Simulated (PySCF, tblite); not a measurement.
# C6H13NSi: geometry, infrared bands and NMR shifts

Aim: predict the infrared bands and NMR shifts of C6H13NSi (`C=C1CC[C@H]([SiH2]N)C1`).

The runs use tblite 0.8.0 and PySCF 2.14.0, with density-fitted response routines of our own; the level of theory stands in each step. All values are computed, except where a source is named. Atoms are numbered from 0 throughout.

## 1. The starting structure

21 atoms, charge 0, multiplicity 1; geometry from: force field or distance geometry start.

Bonds of the start (Å): C0–C1 1.31, C1–C2 1.51, C2–C3 1.51, C3–C4 1.50, C4–Si5 1.84, Si5–N6 1.81, C4–C7 1.53, C7–C1 1.52, C0–H8 1.08, C0–H9 1.08, C2–H10 1.10, C2–H11 1.12, C3–H12 1.12, C3–H13 1.12, C4–H14 1.12, Si5–H15 1.46, Si5–H16 1.47, N6–H17 1.04, N6–H18 1.06, C7–H19 1.09, C7–H20 1.12.

## 2. Relaxing the molecule with GFN2-xTB

What the job is given:

```
{"job": {"kind": "relax", "xc": "GFN2-xTB", "basis": "xTB"}, "charge": 0, "multiplicity": 1}
C     -2.563400     1.497500     0.022100
C     -1.637000     0.594700     0.242100
C     -1.749800    -0.907900     0.285300
C     -0.547900    -1.334200    -0.531400
C      0.409000    -0.186000    -0.449400
Si     2.125300    -0.707200    -0.052300
N      3.095400     0.761700     0.362400
C     -0.162400     0.827600     0.550400
H     -2.302100     2.548000     0.039400
H     -3.585900     1.207100    -0.170700
H     -2.714400    -1.277100    -0.098900
H     -1.581100    -1.284500     1.329200
H     -0.093500    -2.279800    -0.127100
H     -0.837500    -1.478900    -1.600100
H      0.426700     0.380500    -1.415600
H      2.689000    -1.329000    -1.249200
H      2.087000    -1.642600     1.087100
H      2.718500     1.599400    -0.123700
H      4.068500     0.642000    -0.033000
H      0.096500     1.859400     0.323900
H      0.050100     0.526100     1.609100
```

Started as:

```sh
OMP_NUM_THREADS=1 python probes_run.py task.json out
```

This one command runs all jobs of the session in turn.

**Question.** This job is followed by: GFN2-xTB harmonic vibrations, gas phase; GIAO PBE0/pcSseg-1 NMR shielding, non-relativistic, gas phase. Predict these results of the whole session: strongest single infrared mode (GFN2-xTB); zero-point energy (GFN2-xTB); 13C shifts against TMS (PBE0/pcSseg-1); 1H shifts against TMS (PBE0/pcSseg-1, means over atoms taken as alike); 29Si shifts against TMS (PBE0/pcSseg-1); 15N shifts against NH3 (PBE0/pcSseg-1); surface potential, 1st and 99th percentile.

The runs gave:

| quantity | value |
| --- | --- |
| strongest single infrared mode (GFN2-xTB) | 2160 cm⁻¹, 433 km/mol |
| zero-point energy (GFN2-xTB) | 109.5 kcal/mol |
| 13C shifts against TMS (PBE0/pcSseg-1) | 161.7, 111.5, 41.2, 37.9, 31.7, 29.1 ppm |
| 1H shifts against TMS (PBE0/pcSseg-1, means over atoms taken as alike) | 5.41, 5.35, 5.12, 4.49, 2.68, 2.62, 2.49, 2.46, 1.84, 1.37, 1.22, -0.13 ppm |
| 29Si shifts against TMS (PBE0/pcSseg-1) | -26.5 ppm |
| 15N shifts against NH3 (PBE0/pcSseg-1) | 5.5 ppm |
| surface potential, 1st and 99th percentile | -1.23 V and 1.45 V |

What this shows: Relaxing lowered the energy by 0.690 eV in 123 steps; the close pair that moved most is Si5–N6, from 1.809 to 1.723 Å. All 57 modes are real, so the xTB geometry is a minimum. The strongest single mode, at 2160 cm⁻¹, moves mainly H15. GFN2-xTB is a fitted tight-binding method: band positions and strengths are rough. Its intensities can rank the bands wrongly. The most deshielded carbon is C1 (fully substituted alkene carbon), at 161.7 ppm: as expected for a trigonal carbon in a double bond. At PBE0/pcSseg-1: The largest span, 216 ppm, is at C1, where the paramagnetic term is -237 ppm.
